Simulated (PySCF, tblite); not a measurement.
**C₆H₉FO: geometry, infrared bands and NMR shifts**

Wanted: the infrared bands and NMR shifts of C₆H₉FO (`CO[C@@H](F)[C@@H]1C=CC1`), by calculation.

Programs: tblite 0.8.0 and PySCF 2.14.0, with density-fitted response routines of our own. Each step states its level of theory. These are calculated values for one molecule in the gas phase, unless marked as measured. Atoms count from 0, in the outputs and in this text.

### Step 1. The starting structure

17 atoms, charge 0, multiplicity 1; geometry from: force field or distance geometry start.

Bonds of the start (Å): C0–O1 1.43, O1–C2 1.43, C2–F3 1.35, C2–C4 1.53, C4–C5 1.52, C5–C6 1.34, C6–C7 1.51, C7–C4 1.55, C0–H8 1.09, C0–H9 1.09, C0–H10 1.09, C2–H11 1.10, C4–H12 1.10, C5–H13 1.09, C6–H14 1.09, C7–H15 1.09, C7–H16 1.10.

### Step 2. Optimising the geometry with GFN2-xTB

What the job is given:

```
{"job": {"kind": "relax", "xc": "GFN2-xTB", "basis": "xTB"}, "charge": 0, "multiplicity": 1}
C      2.732000     0.086200    -0.588000
O      1.409500     0.608800    -0.401400
C      0.670500    -0.219400     0.503200
F      1.334700    -0.259800     1.672100
C     -0.692200     0.432000     0.758000
C     -1.736000    -0.420000     1.462300
C     -2.590400    -0.392300     0.427500
C     -1.661800     0.420300    -0.446600
H      3.244000     0.725000    -1.307900
H      2.677700    -0.928500    -0.986300
H      3.285700     0.099300     0.347800
H      0.566600    -1.235300     0.100400
H     -0.570600     1.439100     1.189800
H     -1.753500    -0.855900     2.457400
H     -3.584300    -0.803500     0.269000
H     -1.305000    -0.092400    -1.337700
H     -2.033700     1.408500    -0.743000
```

Run with:

```bash
OMP_NUM_THREADS=1 python probes_run.py task.json out
```

One launch serves the whole session: the jobs run in the order shown.

**Question.** This job is followed by: GFN2-xTB harmonic vibrations, gas phase; GIAO PBE0/pcSseg-1 NMR shielding, non-relativistic, gas phase. What will the session give for the following? strongest single infrared mode (GFN2-xTB); zero-point energy (GFN2-xTB); 13C shifts against TMS (PBE0/pcSseg-1); 1H shifts against TMS (PBE0/pcSseg-1, means over atoms taken as alike); 17O shifts against H2O (PBE0/pcSseg-1); 19F shifts against CFCl3 (PBE0/pcSseg-1).

**Answer**, as computed:

```
                                                              quantity                                         value
                             strongest single infrared mode (GFN2-xTB)                          942 cm⁻¹, 125 km/mol
                                          zero-point energy (GFN2-xTB)                                 85.5 kcal/mol
                                13C shifts against TMS (PBE0/pcSseg-1)     147.4, 146.8, 123.0, 58.3, 49.6, 34.2 ppm
1H shifts against TMS (PBE0/pcSseg-1, means over atoms taken as alike)  6.43, 6.42, 5.04, 3.72, 3.09, 2.71, 2.16 ppm
                                17O shifts against H2O (PBE0/pcSseg-1)                                      79.7 ppm
                              19F shifts against CFCl3 (PBE0/pcSseg-1)                                    -157.4 ppm
```

Relaxing lowered the energy by 0.145 eV in 65 steps; the close pair that moved most is O1–C2, from 1.432 to 1.370 Å. No mode is imaginary among the 45: a minimum at this level. The strongest single mode, at 942 cm⁻¹, is spread over several atoms, C2, F3, C7 among them. GFN2-xTB is a fitted tight-binding method: band positions and strengths are rough. Its intensities can rank the bands wrongly.
